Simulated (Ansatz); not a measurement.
## Molecular dynamics of LiP₄Ru₂O₁₄

input.yaml

```yaml
accuracy: low
crystal:
  lattice:
    - [4.860553, 0.0, 0.0]
    - [-1.978881, 6.726021, 0.0]
    - [-0.353053, -0.340343, 7.958647]
  atoms:
    - { symbol: Li, position: [-0.25405746, 0.03865259, 0.42054411] }
    - { symbol: P, position: [0.38547753, 0.75275939, 0.80549308] }
    - { symbol: P, position: [0.62491299, 0.2479483, 0.18778623] }
    - { symbol: P, position: [-0.00258764, 0.63949773, 0.26293145] }
    - { symbol: P, position: [1.00423294, 0.36718326, 0.74384276] }
    - { symbol: Ru, position: [0.49897309, 0.50210859, 0.4971137] }
    - { symbol: Ru, position: [0.00549526, -0.01105581, 0.00163015] }
    - { symbol: O, position: [0.16730614, 0.81989842, 0.1642855] }
    - { symbol: O, position: [0.85295131, 0.19293198, 0.853592] }
    - { symbol: O, position: [0.40442703, 0.73068138, 0.61704921] }
    - { symbol: O, position: [0.5647307, 0.25556369, 0.37577481] }
    - { symbol: O, position: [0.21014518, 0.53485004, 0.87131472] }
    - { symbol: O, position: [0.77822306, 0.4741975, 0.14089985] }
    - { symbol: O, position: [0.23962346, 0.91935072, 0.83548039] }
    - { symbol: O, position: [0.81171636, 0.101549, 0.18262727] }
    - { symbol: O, position: [0.19870714, 0.5287866, 0.34388254] }
    - { symbol: O, position: [0.80242065, 0.46374168, 0.64913808] }
    - { symbol: O, position: [0.66925817, 0.78062831, 0.92818008] }
    - { symbol: O, position: [0.35075923, 0.20103293, 0.07693605] }
    - { symbol: O, position: [0.19511338, 0.30560863, 0.61590714] }
    - { symbol: O, position: [0.81329357, 0.71663015, 0.38723027] }
basis:
  ecutwfc: 420.0
kpoints:
  mp_grid: { grid: [2, 2, 2] }
hamiltonian:
  xc: pbesol
scf:
  occupations: { method: fermi_dirac, width: 0.05 }
  lower_state_search: "off"
md:
  timestep: 1
  n_steps: 140
  ensemble: nvt_nose_hoover
  temperature: 800.0
  initial_velocities: maxwell_boltzmann
  seed: 62126
  nose_hoover: { tau: 50.0, chain_length: 1 }
```

Command:

```bash
$ ansatz run input.yaml --threads 1 --pin off --max-ram 3072MiB --backend cpu --events-out ev --progress --plain --runs-dir out
```

It goes on from the last frame of an earlier run, with new velocities.

Output, in part (step lines):

```
md step     0: t =     0.00 fs  T =   800.0 K  F+E_penalty+E_count = -22650.16695037 eV  E_kin = 2.068160 eV  conserved = -22648.09879039 eV  (17 SCF iters)
md step     1: t =     1.00 fs  T =   787.0 K  F+E_penalty+E_count = -22650.13292948 eV  E_kin = 2.034439 eV  conserved = -22648.09849426 eV  (14 SCF iters)
md step     2: t =     2.00 fs  T =   761.9 K  F+E_penalty+E_count = -22650.06754094 eV  E_kin = 1.969541 eV  conserved = -22648.09803559 eV  (14 SCF iters)
md step     3: t =     3.00 fs  T =   727.5 K  F+E_penalty+E_count = -22649.97812518 eV  E_kin = 1.880809 eV  conserved = -22648.09745746 eV  (13 SCF iters)
md step     4: t =     4.00 fs  T =   687.6 K  F+E_penalty+E_count = -22649.87396876 eV  E_kin = 1.777533 eV  conserved = -22648.09681206 eV  (13 SCF iters)
md step     5: t =     5.00 fs  T =   646.0 K  F+E_penalty+E_count = -22649.76544127 eV  E_kin = 1.670071 eV  conserved = -22648.09616019 eV  (6 SCF iters)
md step     6: t =     6.00 fs  T =   606.9 K  F+E_penalty+E_count = -22649.66300291 eV  E_kin = 1.568861 eV  conserved = -22648.09556898 eV  (5 SCF iters)
md step     7: t =     7.00 fs  T =   573.8 K  F+E_penalty+E_count = -22649.57611583 eV  E_kin = 1.483329 eV  conserved = -22648.09510804 eV  (5 SCF iters)
[... lines left out ...]
md step   140: t =   140.00 fs  T =   862.0 K  F+E_penalty+E_count = -22648.14527306 eV  E_kin = 2.228541 eV  conserved = -22648.09333378 eV  (15 SCF iters)
```

The steps, from the saved trajectory:

| time (fs) | T (K) | potential energy less start (eV) | conserved less start (meV/atom) |
| --- | --- | --- | --- |
| 0.0 | 800 | 0.000 | 0.00 |
| 4.0 | 688 | 0.293 | 0.09 |
| 8.0 | 550 | 0.655 | 0.19 |
| 12.0 | 553 | 0.654 | 0.13 |
| 16.0 | 595 | 0.557 | 0.02 |
| 20.0 | 506 | 0.808 | 0.10 |
| 24.0 | 429 | 1.029 | 0.22 |
| 28.0 | 557 | 0.727 | 0.11 |
| 32.0 | 713 | 0.368 | 0.04 |
| 36.0 | 739 | 0.355 | 0.09 |
| 40.0 | 700 | 0.515 | 0.15 |
| 44.0 | 701 | 0.568 | 0.16 |
| 48.0 | 758 | 0.481 | 0.09 |
| 52.0 | 743 | 0.587 | 0.09 |
| 56.0 | 659 | 0.870 | 0.19 |
| 60.0 | 659 | 0.932 | 0.16 |
| 64.0 | 696 | 0.902 | 0.10 |
| 68.0 | 663 | 1.063 | 0.15 |
| 72.0 | 597 | 1.305 | 0.19 |
| 76.0 | 584 | 1.407 | 0.24 |
| 80.0 | 702 | 1.182 | 0.16 |
| 84.0 | 819 | 0.981 | 0.12 |
| 88.0 | 855 | 1.001 | 0.22 |
| 92.0 | 939 | 0.899 | 0.20 |
| 96.0 | 1037 | 0.768 | 0.16 |
| 100.0 | 1060 | 0.827 | 0.16 |
| 104.0 | 1006 | 1.077 | 0.25 |
| 108.0 | 1010 | 1.163 | 0.26 |
| 112.0 | 1078 | 1.074 | 0.15 |
| 116.0 | 1030 | 1.278 | 0.20 |
| 120.0 | 909 | 1.656 | 0.26 |
| 124.0 | 829 | 1.918 | 0.30 |
| 128.0 | 857 | 1.894 | 0.25 |
| 132.0 | 911 | 1.802 | 0.20 |
| 136.0 | 901 | 1.878 | 0.22 |
| 140.0 | 862 | 2.022 | 0.26 |

All steps were run. The conserved energy stayed within 0.3 meV per atom of its start (net change 0.26 meV per atom), so the integration is sound. The mean temperature of the second half is 11 % above the set value. A run of 0.14 ps of so small a system gives no equilibrium averages. Limits of this set-up: coarse k mesh, odd electron count without spin, low accuracy level.

Mean squared displacements from the first frame to the last, about the centre of mass: Li 1.98 Å², P 0.05 Å², Ru 0.00 Å², O 0.29 Å².

Last frame:

```xyz
21
Lattice="4.8606 0.0000 0.0000 -1.9789 6.7260 0.0000 -0.3531 -0.3403 7.9586" Properties=species:S:1:pos:R:3
Li -0.242 -0.531 3.070
P -0.075 4.841 6.354
P 2.435 1.601 1.606
P -1.188 4.239 2.325
P 3.724 2.128 5.794
Ru 1.279 3.231 3.935
Ru 0.066 -0.102 -0.007
O -1.254 5.616 1.626
O 3.767 0.816 6.464
O 0.456 4.774 4.988
O 1.700 1.498 3.004
O -0.609 3.332 6.670
O 2.959 3.171 1.504
O -1.342 5.700 6.336
O 3.807 0.805 1.755
O 0.319 4.108 2.378
O 2.348 2.676 5.524
O 1.156 5.098 7.315
O 1.625 1.141 0.492
O -0.300 2.105 4.411
O 2.906 4.346 3.651
```

The run took 17 min on 1 thread of Intel(R) Xeon(R) Platinum 8259CL CPU @ 2.50GHz (Skylake/Cascade Lake), with other jobs on the host, peak memory 0.81 GiB.
